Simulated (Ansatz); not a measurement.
# C2H6AlNSi: the cost of one run

All numbers below are computed with Ansatz 0.2.0 (RKS B3LYP-D4/6-31G*).

## 1. The system as given

Bond lengths: C1–Al2 1.938 Å, Al2–N3 1.891 Å, N3–C4 1.414 Å, Al2–Si5 2.077 Å, C4–Si5 1.912 Å, C1–H6 1.099 Å, C1–H7 1.095 Å, C1–H8 1.173 Å, C4–H9 1.042 Å, Si5–H10 1.460 Å, Si5–H11 1.441 Å. Angles (14 of 19 angles, heavy atoms first): C1–Al2–N3 137.2°, C1–Al2–Si5 140.1°, N3–Al2–Si5 76.0°, Al2–N3–C4 105.9°, N3–C4–Si5 93.5°, Al2–Si5–C4 83.2°, Al2–C1–H6 113.0°, Al2–C1–H7 111.5°, Al2–C1–H8 107.7°, N3–C4–H9 130.7°, Si5–C4–H9 135.1°, Al2–Si5–H10 114.3°, Al2–Si5–H11 115.2°, C4–Si5–H10 108.7°.

Coordinates:

```xyz
11

C    -2.2725   -0.4076   -0.1587
Al   -0.3704   -0.3447    0.2046
N     0.7550    0.2085    1.6195
C     2.0484    0.3250    1.0613
Si    1.4173    0.1423   -0.7346
H    -2.5135   -0.9377   -1.0908
H    -2.8302   -0.8202    0.6890
H    -2.6404    0.6941   -0.3235
H     2.9566    0.5830    1.5012
H     1.4235    1.4570   -1.3686
H     2.0916   -0.9567   -1.3787
```

## 2. Relaxing end A

input.yaml reads:

```yaml
crystal:
  periodic: [false, false, false]
  atoms:
    - { symbol: C, position_ang: [-2.2725, -0.4076, -0.1587] }
    - { symbol: Al, position_ang: [-0.3704, -0.3447, 0.2046] }
    - { symbol: "N", position_ang: [0.755, 0.2085, 1.6195] }
    - { symbol: C, position_ang: [2.0484, 0.325, 1.0613] }
    - { symbol: Si, position_ang: [1.4173, 0.1423, -0.7346] }
    - { symbol: H, position_ang: [-2.5135, -0.9377, -1.0908] }
    - { symbol: H, position_ang: [-2.8302, -0.8202, 0.689] }
    - { symbol: H, position_ang: [-2.6404, 0.6941, -0.3235] }
    - { symbol: H, position_ang: [2.9566, 0.583, 1.5012] }
    - { symbol: H, position_ang: [1.4235, 1.457, -1.3686] }
    - { symbol: H, position_ang: [2.0916, -0.9567, -1.3787] }
basis:
  gaussian: { orbitals: "6-31G*" }
hamiltonian:
  xc: b3lyp
  dispersion: d4
relax:
  f_tol: 0.015
  max_steps: 40
```

The run is started by

```sh
ansatz run input.yaml --threads 2 --pin off --max-ram 3072MiB --backend cpu --events-out ev --progress --plain --runs-dir out
```

Q: Estimate wall time and peak memory on 2 threads of Intel Xeon Platinum 8488C (Sapphire Rapids), shared host.

About 31 s, with a peak of 0.22 GiB.
